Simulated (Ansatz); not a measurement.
# C4H11NSi: a ladder of functionals and wavefunction methods

How much do the methods differ for C4H11NSi? The plan is to run it at one geometry with functionals of several rungs and with coupled cluster. The yardstick is the atomisation energy at the CCSD(T) limit.

Method: functionals in def2-TZVPP, the program's frozen cores in correlated methods; program: Ansatz 0.2.0, Gaussian basis.

The runs, in order: LDA (SPW92), PBE-D4, revPBE-D4, BLYP-D4, r2SCAN-D4, B97M-V, PBE0-D4, B3LYP-D4, r2SCANh-D4, r2SCAN0-D4, HSE06-D4, BHLYP-D4, CAM-B3LYP-D4, LC-ωPBE, ωB97X-V, ωB97M-V, B2PLYP, PBE-QIDH; CCSD(T)/def2-SVP; CCSD(T)/def2-TZVPP; MP2/def2-QZVPP; extrapolation to the limit; RPA on PBE.

### Step 1. The relaxed structure

An earlier PBE0-D4 in a triple-zeta def2 set relaxation fixed the geometry.

17 atoms, charge 0, spin multiplicity 1.

Atoms are counted from 1 here; the program's logs count them from 0.

Bond lengths: C1–C2 1.330 Å, C1–H7 1.087 Å, C1–H8 1.087 Å, C2–Si3 1.869 Å, C2–H9 1.091 Å, Si3–N4 1.720 Å, Si3–C5 1.874 Å, Si3–H10 1.492 Å, N4–H11 1.007 Å, N4–H12 1.006 Å, C5–C6 1.526 Å, C5–H13 1.095 Å, C5–H14 1.097 Å, C6–H15 1.093 Å, C6–H16 1.093 Å, C6–H17 1.094 Å. Angles: C2–C1–H7 121.2°, C2–C1–H8 122.7°, H7–C1–H8 116.2°, C1–C2–Si3 123.2°, C1–C2–H9 117.6°, Si3–C2–H9 119.3°, C2–Si3–N4 113.9°, C2–Si3–C5 109.6°, C2–Si3–H10 107.6°, N4–Si3–C5 108.9°, N4–Si3–H10 106.9°, C5–Si3–H10 110.0°, Si3–N4–H11 121.0°, Si3–N4–H12 120.8°, H11–N4–H12 111.2°, Si3–C5–C6 114.1°, Si3–C5–H13 107.5°, Si3–C5–H14 108.1° and more.

### Step 2. LDA

This LDA is Slater exchange with PW92 correlation.

Contents of in.yaml:

```yaml
crystal:
  periodic: [false, false, false]
  atoms:
    - {symbol: C, position_ang: [-0.140271, -2.521668, 0.662878]}
    - {symbol: C, position_ang: [0.044138, -1.240876, 0.972137]}
    - {symbol: Si, position_ang: [0.787288, -0.000105, -0.211799]}
    - {symbol: N, position_ang: [1.273223, -0.678324, -1.715821]}
    - {symbol: C, position_ang: [-0.444653, 1.374151, -0.534983]}
    - {symbol: C, position_ang: [-0.979833, 2.042204, 0.728432]}
    - {symbol: H, position_ang: [0.147420, -2.912865, -0.310057]}
    - {symbol: H, position_ang: [-0.578315, -3.235413, 1.355717]}
    - {symbol: H, position_ang: [-0.259360, -0.912666, 1.966854]}
    - {symbol: H, position_ang: [2.013948, 0.556164, 0.430623]}
    - {symbol: H, position_ang: [0.592153, -0.965339, -2.399393]}
    - {symbol: H, position_ang: [2.113776, -1.227165, -1.786504]}
    - {symbol: H, position_ang: [0.044631, 2.110334, -1.181575]}
    - {symbol: H, position_ang: [-1.273512, 0.957900, -1.120287]}
    - {symbol: H, position_ang: [-1.525947, 1.333446, 1.355937]}
    - {symbol: H, position_ang: [-1.663485, 2.861875, 0.493049]}
    - {symbol: H, position_ang: [-0.170203, 2.457944, 1.334890]}
basis:
  gaussian: {orbitals: def2-TZVPP}
hamiltonian: {xc: lda}
output: {orbitals: {seedname: orbitals}}
```

Run with:

```sh
ansatz run in.yaml --threads 2 --pin off --events-out ev --progress --plain --max-ram 20480MiB --backend cuda --devices 0, --max-vram 18GiB
```

Further steps of the session: PBE-D4 (GGA); revPBE-D4 (GGA); BLYP-D4 (GGA); r2SCAN-D4 (meta-GGA); B97M-V (meta-GGA); PBE0-D4 (hybrid); B3LYP-D4 (hybrid); r2SCANh-D4 (hybrid); r2SCAN0-D4 (hybrid); HSE06-D4 (hybrid); BHLYP-D4 (hybrid); CAM-B3LYP-D4 (range-separated); LC-ωPBE (range-separated); ωB97X-V (range-separated); ωB97M-V (range-separated); B2PLYP (double hybrid); PBE-QIDH (double hybrid); CCSD(T) in def2-SVP; CCSD(T) in def2-TZVPP; MP2 in def2-QZVPP; RPA on PBE orbitals.

**Question.** What will the summary of the whole plan be? Wanted: atomisation energy, CCSD(T)/CBS; farthest beyond LDA; mean size of error, GGA; mean size of error, meta-GGA; mean size of error, hybrid; mean size of error, range-separated; mean size of error, double hybrid; gap, smallest and largest; T1 diagnostic.

The runs gave:

| quantity | value |
| --- | --- |
| atomisation energy, CCSD(T)/CBS | 1566.1 kcal/mol |
| functionals within 7.8 kcal/mol (0.5 %) | BLYP-D4, r2SCAN-D4, B97M-V, PBE0-D4, B3LYP-D4, r2SCANh-D4, HSE06-D4, LC-ωPBE, ωB97X-V, ωB97M-V |
| farthest beyond LDA | BHLYP-D4 (-32.0 kcal/mol) |
| mean size of error, GGA | 12.0 kcal/mol |
| mean size of error, meta-GGA | 1.1 kcal/mol |
| mean size of error, hybrid | 11.4 kcal/mol |
| mean size of error, range-separated | 5.9 kcal/mol |
| mean size of error, double hybrid | 11.5 kcal/mol |
| gap, smallest and largest | 4.54 eV (LDA (SPW92)), 12.11 eV (LC-ωPBE) |
| T1 diagnostic | 0.0102 |
| triples share of the correlation energy | 3.9 % |

**Reading.** The LDA atomisation energy is off by 202.3 kcal/mol (13 %): it overbinds. PBE-D4 misses by +24.3 kcal/mol. Double hybrids carry the basis error of their MP2 part in triple zeta, and no dispersion term here, so their miss is partly the set-up's. The rungs meta-GGA, range-separated miss on average by less than the doubt on the reference (7.8 kcal/mol), so they tie. The reference freezes the cores and leaves out relativity and excitations past (T), so misses under about 7.8 kcal/mol can't be ranked. Hartree-Fock recovers 74 % of the binding; the rest is correlation. CCSD(T) in def2-SVP is off by -81.2 kcal/mol, so the small basis spoils what the method gains. Orbital gaps span 4.5 to 12.1 eV; exact exchange widens them.
